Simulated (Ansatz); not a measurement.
Below is the output of a Python script on Ansatz 0.2.0 through its Python package that makes a single point from a YAML input of K2Pt, space group Fm-3m. Write a script that gives it. Level of theory: r2SCAN, PAW, the default cutoff (500 eV here), 5×5×5 k-points, Gaussian smearing of 0.1 eV, collinear spin.

Contents of `k2pt.yaml`:
```yaml
crystal:
  lattice:
    - [0.0, 3.781463, 3.781463]
    - [3.781463, 0.0, 3.781463]
    - [3.781463, 3.781463, 0.0]
  atoms:
    - { symbol: K, position: [0.75, 0.75, 0.75], spin: 3.0 }
    - { symbol: K, position: [0.25, 0.25, 0.25], spin: 3.0 }
    - { symbol: Pt, position: [0.0, 0.0, 0.0], spin: 3.0 }
kpoints:
  mp_grid: { grid: [5, 5, 5] }
hamiltonian:
  xc: r2scan
scf:
  occupations: { method: gaussian, width: 0.1 }
output:
  forces: true
magnetization:
  spin_polarized: true
```

```console
$ python run_yaml_run.py
DeckWarning: basis.ecutwfc = 500 eV, auto-derived from the records' recommended cutoffs: set by K (their level for a meta-GGA)
DeckWarning: where an SCF of this run starts from atoms to list the orders of its open shells, K (sites 0, 1, from 0) starts with 1.00 μB on its 4s shell, in the place of the 3.00 μB that the deck gives it: its open shells can hold no more by Hund's first rule. To start from spheres of the given moment, type scf.initial_density.shell_occupations: []
DeckWarning: where an SCF of this run starts from atoms to list the orders of its open shells, Pt (site 2, from 0) starts with 1.00 μB on its 5d shell and 1.00 μB on its 6s shell, in the place of the 3.00 μB that the deck gives it: its open shells can hold no more by Hund's first rule. To start from spheres of the given moment, type scf.initial_density.shell_occupations: []
RunWarning: the starting moments were not kept: the SCF closed with an absolute magnetisation of 7.1e-6 μB, where they sum to 9 μB in size (3 sites). That is at most 0.1 of that sum. Measured as dr2_m measures the in/out step, that magnetisation stands 6.4e-12 eV from none, at or under the dr2_threshold of 1.0e-7 eV: it is no larger than a step whose dr2_m would equal this threshold. The system may hold no moment; this SCF shows only that its start led to no more than that. To try another [...]
free energy      -15621.83668 eV
per atom         -5207.27889 eV
SCF iterations   15  (converged: True)
  atom   fx   fy   fz
0    K  0.0 -0.0 -0.0
1    K  0.0 -0.0 -0.0
2   Pt -0.0  0.0  0.0
doubts on the final state: ['seeded_moment_not_kept', 'stability_check_not_made']
warnings: ['seeded_moment_not_kept', 'stability_check_not_made']
energy terms (eV)
  e_band                           -630.49965
  e_kinetic                        1152.75374
  e_local                         -4294.09153
  e_nonlocal                        230.06696
  e_hartree                        1649.88144
  e_xc                             -517.86468
  e_vxc                            -711.48483
  e_paw                          -11057.92953
  e_vpaw                           -352.63688
  e_augmentation_tail                 0.00014
  e_vtau                             45.13040
  e_ewald                         -2784.02934
  e_core_change                      -0.62386
```
(Warnings from the package without file and line, shortened, repeats left out.)

One script that gives this output:

Script `run_yaml_run.py`:
```python
"""K2Pt from YAML text."""

import ansatz as az
import pandas as pd


def main() -> None:
    result = az.Session.from_deck("k2pt.yaml").plan(threads=1).execute()
    rep = result.report

    print(f"free energy      {rep['free_energy_ev']:.5f} eV")
    print(f"per atom         {rep['free_energy_ev'] / len(result.lattice.sites):.5f} eV")
    print(f"SCF iterations   {rep['n_iterations']}  (converged: {rep['converged']})")

    # forces, one row an atom
    table = pd.DataFrame(rep["forces_ev_ang"], columns=["fx", "fy", "fz"])
    table.insert(0, "atom", [site["symbol"] for site in rep["lattice"]["sites"]])
    print(table.round(4).to_string())

    print("doubts on the final state:", rep["published_state_doubts"] or "none")
    print("warnings:", sorted({n["data"]["kind"] for n in result.notices if n["data"].get("severity") in ("warning", "doubt")}) or "none")

    print("energy terms (eV)")
    for term, value in rep["components"].items():
        if abs(value) > 1e-9:
            print(f"  {term:26s} {value:16.5f}")


if __name__ == "__main__":
    main()
```

Reading the output:
- These settings explore the input space; cutoff and mesh may be short of convergence.
- The SCF didn't keep the moments it started from (some shrank, vanished or turned); what is printed is the state reached.
- The energy terms are those on the plane-wave grid, with the one-centre PAW part apart; e_band, e_vxc and e_vpaw aren't summands of the total.
- The structure comes from a database of computed cells and needn't be a stable or known phase.
- Gaps and levels are Kohn-Sham values on a finite set of k-points, without spin-orbit coupling.
- Run time: 9.3 s on 1 thread of Intel(R) Xeon(R) 6975P-C (Granite Rapids) (shared host), peak memory 0.78 GiB.

(Lines on the test bed's own set-up are left out of the output.)
